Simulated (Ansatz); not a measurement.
**GeBrF2 radical: a ladder of functionals and wavefunction methods**

Aim: compute GeBrF2 radical with functionals from several rungs and with coupled cluster, and see how far each lands from CCSD(T) at the basis-set limit for the atomisation energy.

Program: Ansatz 0.2.0, Gaussian basis. Level of theory: functionals in def2-TZVPP, the program's frozen cores in correlated methods. These are calculated values, not measurements.

Levels to be run: LDA (SPW92), PBE-D4, revPBE-D4, BLYP-D4, r2SCAN-D4, B97M-V, PBE0-D4, B3LYP-D4, r2SCANh-D4, r2SCAN0-D4, HSE06-D4, BHLYP-D4, CAM-B3LYP-D4, LC-ωPBE, ωB97X-V, ωB97M-V, B2PLYP, PBE-QIDH; CCSD(T)/def2-SVP; CCSD(T)/def2-TZVPP; MP2/def2-QZVPP; extrapolation to the limit; RPA on PBE.

### Step 1. Structure used throughout

An earlier PBE0-D4 in a triple-zeta def2 set relaxation fixed the geometry.

SMILES `[F][Ge]([F])[Br]`, 4 atoms, charge 0, spin multiplicity 2.

Atoms are counted from 1 here; the program's logs count them from 0.

Bond lengths: F1–Ge2 1.727 Å, Ge2–F3 1.727 Å, Ge2–Br4 2.302 Å. Angles: F1–Ge2–F3 103.8°, F1–Ge2–Br4 108.9°, F3–Ge2–Br4 108.9°.

### Step 2. LDA

This LDA is Slater exchange with PW92 correlation.

Contents of in.yaml:

```yaml
crystal:
  periodic: [false, false, false]
  atoms:
    - {symbol: F, position_ang: [1.069456, 0.798484, 0.998724]}
    - {symbol: Ge, position_ang: [-0.237902, -0.184042, 0.443567]}
    - {symbol: F, position_ang: [0.543723, -1.585539, -0.194912]}
    - {symbol: Br, position_ang: [-1.319677, 0.910898, -1.267679]}
basis:
  gaussian: {orbitals: def2-TZVPP}
magnetization: {spin_polarized: true, initial_magnetization: 1}
hamiltonian: {xc: lda}
output: {orbitals: {seedname: orbitals}}
```

After this run come: PBE-D4 (GGA); revPBE-D4 (GGA); BLYP-D4 (GGA); r2SCAN-D4 (meta-GGA); B97M-V (meta-GGA); PBE0-D4 (hybrid); B3LYP-D4 (hybrid); r2SCANh-D4 (hybrid); r2SCAN0-D4 (hybrid); HSE06-D4 (hybrid); BHLYP-D4 (hybrid); CAM-B3LYP-D4 (range-separated); LC-ωPBE-D4 (range-separated); ωB97X-V (range-separated); ωB97M-V (range-separated); B2PLYP (double hybrid); PBE-QIDH (double hybrid); CCSD(T) in def2-SVP; CCSD(T) in def2-TZVPP; MP2 in def2-QZVPP; RPA on PBE orbitals.

**Question.** What will the summary of the whole plan be? Wanted: atomisation energy, CCSD(T)/CBS; farthest beyond LDA; mean size of error, GGA; mean size of error, meta-GGA; mean size of error, hybrid; mean size of error, range-separated; mean size of error, double hybrid; gap, smallest and largest; T1 diagnostic.

As calculated:

```
                               quantity                                                                              value
        atomisation energy, CCSD(T)/CBS                                                                          12.613 eV
    functionals within 0.126 eV (1.0 %)  revPBE-D4, BLYP-D4, PBE0-D4, r2SCANh-D4, HSE06-D4, CAM-B3LYP-D4, LC-ωPBE, ωB97X-V
                    farthest beyond LDA                                                               BHLYP-D4 (-0.975 eV)
                mean size of error, GGA                                                                           0.230 eV
           mean size of error, meta-GGA                                                                           0.221 eV
             mean size of error, hybrid                                                                           0.291 eV
    mean size of error, range-separated                                                                           0.083 eV
      mean size of error, double hybrid                                                                           0.163 eV
              gap, smallest and largest                                           0.83 eV (LDA (SPW92)), 8.24 eV (LC-ωPBE)
                          T1 diagnostic                                                                             0.0131
triples share of the correlation energy                                                                              3.2 %
```

In words: The LDA atomisation energy is off by 2.740 eV (22 %): it overbinds. PBE-D4 is off by +0.572 eV. Double hybrids carry the basis error of their MP2 part in triple zeta, and no dispersion term here, so their miss is partly the set-up's. By mean error the best rung here is range-separated (0.083 eV) and the worst beyond LDA is hybrid (0.291 eV). The mean of the hybrids holds BHLYP, with half exact exchange. RPA and LDA stand outside this count. Misses under about 0.126 eV are within the doubt on the reference itself, which lacks core-valence correlation, relativity and higher excitations, and its outer-core shells are covered unevenly. All levels share the lack of spin-orbit coupling, which lowers the free heavy atoms and so the true binding. Hartree-Fock recovers 67 % of the binding; the rest is correlation. CCSD(T) in def2-SVP is off by -1.255 eV, so the small basis spoils what the method gains. The gap grows from 0.8 to 8.2 eV across the functionals, mostly with the share of exact exchange. Correlated methods include outer-core shells of Br, Ge, which these sets cover unevenly.
